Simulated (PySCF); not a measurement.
# C3H3F3Ge: the cost of one run

The runs use PySCF 2.14.0, with density-fitted response routines of our own; the level of theory stands in each step. All values are computed, except where a source is named. Atoms are numbered from 0 throughout.

## Step 1: The molecule as given

10 atoms, charge 0, multiplicity 1; geometry from: GFN2-xTB. The atoms were then displaced at random by about 0.01 Å, so the start is not that level's minimum.

Bonds of the start (Å): F0–C1 1.31, C1–C2 1.33, C2–F3 1.31, C2–Ge4 1.99, Ge4–F5 1.75, Ge4–C6 2.01, C6–C1 1.52, Ge4–H7 1.54, C6–H8 1.07, C6–H9 1.10.

## Step 2: Relaxing the molecule at PBE0-D3(BJ)/def2-SVP

Job settings and geometry (Å):

```
{"job": {"xc": "PBE0", "basis": "def2-SVP", "d3": "d3bj", "grid": 1, "shake": 0.01, "kind": "geom"}, "charge": 0, "multiplicity": 1}
F     -2.370250    -0.600870    -0.163400
C     -1.135420    -0.159840    -0.066900
C     -0.680060     1.089320    -0.168290
F     -1.322040     2.212660    -0.381910
Ge     1.192810     0.490820     0.146620
F      2.152110     0.522030    -1.315150
C      0.000330    -1.124480     0.207310
H      2.216540     1.052930     1.145950
H      0.132180    -1.838010    -0.578310
H     -0.135770    -1.665490     1.153020
```

Started as:

```sh
> OMP_NUM_THREADS=1 python probes_run.py task.json out
```

The driver reads the jobs from task.json and runs them one after another.

**Question.** How long does this first job take on 1 thread of Arm Neoverse V1, shared host, and how much memory does it need?

About 70 s, with a peak of 0.51 GiB.
